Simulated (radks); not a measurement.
**Yb³⁺ in [Kr] 4d10 4f14 5s1 5p6: an all-electron calculation**

Wanted: eigenvalues, radial structure and energy terms of the ytterbium ion Yb3+.

The numbers are computed with radks (a radial shooting solver on a logarithmic mesh, Libxc functionals) version 1 (non-relativistic Kohn-Sham, LDA (Slater exchange, VWN5 correlation), spin-polarised, spherical densities, point nucleus; open shells are filled with parallel spins first), except any that are marked as measured or tabulated.

## (1) The atom as given

| Quantity | Value |
| --- | --- |
| element | ytterbium (Z = 70) |
| charge | +3 |
| electrons | 67 |
| configuration | [Kr] 4d10 4f14 5s1 5p6 |

The outer shells:

Yb³⁺
```
[Kr] core
4d [↑↓][↑↓][↑↓][↑↓][↑↓]
4f [↑↓][↑↓][↑↓][↑↓][↑↓][↑↓][↑↓]
5s [↑ ]
5p [↑↓][↑↓][↑↓]
```

## (2) The run

The run's settings:

```text
Z 70
configuration [Kr] 4d10 4f14 5s1 5p6
relativity non-relativistic
functional lda,vwn5
spin polarised
nucleus point
```

Q: Predict the outcome of this run.

As calculated:

| quantity | value |
| --- | --- |
| total energy | -13384.9341 hartree |
| exchange-correlation share of it | 2.03 % |
| −T/E | 0.9996 |
| highest occupied level | 4f down, -37.378 eV |
| most extended occupied level | 5p down, <r> = 1.45 bohr |
| radius at density 0.001 e/bohr³ | 3.14 bohr |
| maxima of the radial density | 4 |

5 principal shells are occupied and 4 maxima appear in the radial density; where shells overlap, one shows as a shoulder or not at all. The ratio −T/E is 0.9996; for a non-relativistic Coulomb system it is 1 up to the kinetic part of correlation. This is not the tabulated ground configuration, so its levels and sizes aren't those of the ground state, and no measured value stands beside it.
